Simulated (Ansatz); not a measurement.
**CH₃F₂InO: up Jacob's ladder to CCSD(T)**

How much do the methods differ for CH₃F₂InO? The plan is to run it at one geometry with functionals of several rungs and with coupled cluster, and see how far each lands from CCSD(T) at the basis-set limit for the atomisation energy.

Method: functionals in def2-TZVPP, the program's frozen cores in correlated methods; program: Ansatz 0.2.0, Gaussian basis.

Plan: LDA (SPW92), PBE-D4, revPBE-D4, BLYP-D4, r2SCAN-D4, B97M-V, PBE0-D4, B3LYP-D4, r2SCANh-D4, r2SCAN0-D4, HSE06-D4, BHLYP-D4, CAM-B3LYP-D4, LC-ωPBE, ωB97X-V, ωB97M-V, B2PLYP, PBE-QIDH; CCSD(T)/def2-SVP; CCSD(T)/def2-TZVPP; MP2/def2-QZVPP; extrapolation to the limit; RPA on PBE.

## Step 1: Structure used throughout

The geometry comes from an earlier relaxation with PBE0-D4 in a triple-zeta def2 set; it is a stationary point, not always the lowest conformer. In takes the def2 core potential; no spin-orbit term is included.

SMILES `O[CH2][In]([F])[F]`, 8 atoms, charge 0, spin multiplicity 1.

Atoms are counted from 1 here; the program's logs count them from 0.

Bond lengths: O1–C2 1.389 Å, O1–H6 0.966 Å, C2–In3 2.170 Å, C2–H7 1.095 Å, C2–H8 1.088 Å, In3–F4 1.982 Å, In3–F5 1.929 Å. Angles: C2–O1–H6 109.5°, O1–C2–In3 106.3°, O1–C2–H7 114.0°, O1–C2–H8 109.3°, In3–C2–H7 106.5°, In3–C2–H8 111.2°, H7–C2–H8 109.5°, C2–In3–F4 96.4°, C2–In3–F5 153.8°, F4–In3–F5 109.8°.

## Step 2: LDA

This LDA is Slater exchange with PW92 correlation.

in.yaml reads:

```yaml
crystal:
  periodic: [false, false, false]
  atoms:
    - {symbol: O, position_ang: [0.044068, -0.934284, 1.343005]}
    - {symbol: C, position_ang: [0.817466, -0.040162, 0.614712]}
    - {symbol: In, position_ang: [-0.491890, 0.807981, -0.894151]}
    - {symbol: F, position_ang: [-1.651841, -0.785940, -1.101815]}
    - {symbol: F, position_ang: [-1.105802, 2.217986, -2.057901]}
    - {symbol: H, position_ang: [-0.462672, -1.489829, 0.736915]}
    - {symbol: H, position_ang: [1.650962, -0.506100, 0.077968]}
    - {symbol: H, position_ang: [1.199699, 0.730348, 1.281276]}
basis:
  gaussian: {orbitals: def2-TZVPP}
hamiltonian: {xc: lda}
output: {orbitals: {seedname: orbitals}}
```

Run with:

```bash
$ ansatz run in.yaml --threads 2 --pin off --events-out ev --progress --plain --max-ram 32768MiB --backend cpu
```

Further steps of the session: PBE-D4 (GGA); revPBE-D4 (GGA); BLYP-D4 (GGA); r2SCAN-D4 (meta-GGA); B97M-V (meta-GGA); PBE0-D4 (hybrid); B3LYP-D4 (hybrid); r2SCANh-D4 (hybrid); r2SCAN0-D4 (hybrid); HSE06-D4 (hybrid); BHLYP-D4 (hybrid); CAM-B3LYP-D4 (range-separated); LC-ωPBE (range-separated); ωB97X-V (range-separated); ωB97M-V (range-separated); B2PLYP (double hybrid); PBE-QIDH (double hybrid); CCSD(T) in def2-SVP; CCSD(T) in def2-TZVPP; MP2 in def2-QZVPP; RPA on PBE orbitals.

Q: Predict the results of all the runs planned. Wanted: atomisation energy, CCSD(T)/CBS; farthest beyond LDA; mean size of error, GGA; mean size of error, meta-GGA; mean size of error, hybrid; mean size of error, range-separated; mean size of error, double hybrid; gap, smallest and largest; T1 diagnostic.

As calculated:

| quantity | value |
| --- | --- |
| atomisation energy, CCSD(T)/CBS | 657.7 kcal/mol |
| functionals within 6.6 kcal/mol (1.0 %) | BLYP-D4, r2SCAN-D4, B97M-V, CAM-B3LYP-D4, LC-ωPBE, ωB97X-V, ωB97M-V |
| farthest beyond LDA | BHLYP-D4 (-44.8 kcal/mol) |
| mean size of error, GGA | 8.8 kcal/mol |
| mean size of error, meta-GGA | 3.7 kcal/mol |
| mean size of error, hybrid | 18.7 kcal/mol |
| mean size of error, range-separated | 3.5 kcal/mol |
| mean size of error, double hybrid | 15.1 kcal/mol |
| gap, smallest and largest | 3.64 eV (BLYP-D4), 10.55 eV (LC-ωPBE) |
| T1 diagnostic | 0.0160 |
| triples share of the correlation energy | 3.3 % |

**Reading.** LDA overbinds by 115.4 kcal/mol (18 %). PBE-D4 is off by +15.6 kcal/mol. Double hybrids carry the basis error of their MP2 part in triple zeta, and no dispersion term here, so their miss is partly the set-up's. The rungs range-separated, meta-GGA miss on average by less than the doubt on the reference (6.6 kcal/mol), so they tie. The reference freezes the cores and leaves out spin-orbit coupling and excitations past (T), and its outer-core shells are covered unevenly, so misses under about 6.6 kcal/mol can't be ranked. All levels share the lack of spin-orbit coupling, which lowers the free heavy atoms and so the true binding. Hartree-Fock recovers 66 % of the binding; the rest is correlation. CCSD(T) in def2-SVP is off by -51.6 kcal/mol, which most functionals beat. The gap grows from 3.6 to 10.5 eV across the functionals, mostly with the share of exact exchange. Correlated methods include outer-core shells of In, which these sets cover unevenly.
